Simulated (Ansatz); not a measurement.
**InP3: how settings move the results**

This session on InP3 sets out to see how the k-point mesh moves the results.

Computed with Ansatz 0.2.0 (DFT PBEsol, scalar-relativistic, plane waves, PAW, unless a step's input says otherwise).

## (1) The system as given

The structure is trigonal, space group R-3m (No. 166). Conventional cell: a = 7.449 Å, b = 7.449 Å, c = 9.885 Å, α = 90.00°, β = 90.00°, γ = 120.00°. In (site symmetry 3m) has 6 P at 2.64 to 2.90 Å in its first shell of neighbours. Around P (site symmetry m) lie 2 P at 2.20 Å and 2 In at 2.64 to 2.90 Å.

Coordinates:

```cif
data_structure
_symmetry_space_group_name_H-M 'P 1'
_symmetry_Int_Tables_number 1
_cell_length_a 5.4178
_cell_length_b 5.4178
_cell_length_c 5.4178
_cell_angle_alpha 86.858
_cell_angle_beta 86.858
_cell_angle_gamma 86.858
_cell_volume 158.34
loop_
_atom_site_label
_atom_site_type_symbol
_atom_site_fract_x
_atom_site_fract_y
_atom_site_fract_z
_atom_site_occupancy
In1 In 0.27550 0.27550 0.27550 1
In2 In 0.72450 0.72450 0.72450 1
P1 P 0.79630 0.24140 0.79630 1
P2 P 0.79630 0.79630 0.24140 1
P3 P 0.24140 0.79630 0.79630 1
P4 P 0.20370 0.75860 0.20370 1
P5 P 0.75860 0.20370 0.20370 1
P6 P 0.20370 0.20370 0.75860 1
```

Source of the structure: the Crystallography Open Database. It is taken as it stands there.

## (2) The base run, which the others are set against

File input.yaml:

```yaml
crystal:
  lattice:
    - [3.7244993001, 2.1503406735, 3.295]
    - [-3.7244993001, 2.1503406735, 3.295]
    - [0.0, -4.300681347, 3.295]
  atoms:
    - { symbol: In, position: [0.2755, 0.2755, 0.2755] }
    - { symbol: In, position: [0.7245, 0.7245, 0.7245] }
    - { symbol: P, position: [0.7963, 0.2414, 0.7963] }
    - { symbol: P, position: [0.7963, 0.7963, 0.2414] }
    - { symbol: P, position: [0.2414, 0.7963, 0.7963] }
    - { symbol: P, position: [0.2037, 0.7586, 0.2037] }
    - { symbol: P, position: [0.7586, 0.2037, 0.2037] }
    - { symbol: P, position: [0.2037, 0.2037, 0.7586] }
basis:
  ecutwfc: 420
kpoints:
  mp_grid: { grid: [6, 6, 6] }
hamiltonian:
  xc: pbesol
scf:
  occupations: { method: gaussian, width: 0.1 }
output:
  forces: true
  stress: true
  eigenvalues: true
  populations: true
  write_density: true
  write_potential: true
  elf: true
  volumetric_format: npy
```

It was run beforehand and gave: -1936.4826 eV/atom at zero smearing, pressure -0.15 GPa, largest force 0.176 eV/Å, no gap on the mesh, in 7 SCF cycles and 19 s.

## (3) K-point mesh set to 1×1×1

File input.yaml:

```yaml
crystal:
  lattice:
    - [3.7244993001, 2.1503406735, 3.295]
    - [-3.7244993001, 2.1503406735, 3.295]
    - [0.0, -4.300681347, 3.295]
  atoms:
    - { symbol: In, position: [0.2755, 0.2755, 0.2755] }
    - { symbol: In, position: [0.7245, 0.7245, 0.7245] }
    - { symbol: P, position: [0.7963, 0.2414, 0.7963] }
    - { symbol: P, position: [0.7963, 0.7963, 0.2414] }
    - { symbol: P, position: [0.2414, 0.7963, 0.7963] }
    - { symbol: P, position: [0.2037, 0.7586, 0.2037] }
    - { symbol: P, position: [0.7586, 0.2037, 0.2037] }
    - { symbol: P, position: [0.2037, 0.2037, 0.7586] }
basis:
  ecutwfc: 420
kpoints:
  mp_grid: { grid: [1, 1, 1] }
hamiltonian:
  xc: pbesol
scf:
  occupations: { method: gaussian, width: 0.1 }
output:
  forces: true
  stress: true
  eigenvalues: true
```

The run is started by

```
$ ansatz run input.yaml --threads 2 --pin off --max-ram 5120MiB --backend cpu --events-out ev --progress --plain --runs-dir out
```

## (4) K-point mesh set to 3×3×3

input.yaml, as its differences from that of step 3:

```diff
@@ -17,3 +17,3 @@
 kpoints:
-  mp_grid: { grid: [1, 1, 1] }
+  mp_grid: { grid: [3, 3, 3] }
 hamiltonian:
```

(Steps that only read results are left out.)

**Question.** What does this series show?

**Answer**, as computed:

```
                                            quantity                                   value
k-point mesh: within 10 and 1 meV/atom of 6×6×6 from  3×3×3 for 10; none of the others for 1
```

What this shows: The last step in the k-point mesh still changes the energy by 5.09 meV/atom: the series is not settled to 1 meV/atom. The gaps on the coarsest meshes are artefacts of sampling: the crystal is a metal on the dense ones. The energy moves one way along this series, and a metal needs dense meshes to resolve its Fermi surface. Forces come within 0.01 eV/Å only at the reference itself.

Spin-orbit coupling is left out, though the cell holds In; it can move the gap. Counted by bands, a gap of 0.04 eV stays open on the mesh in one run that reads as metallic: the smearing reaches across it.
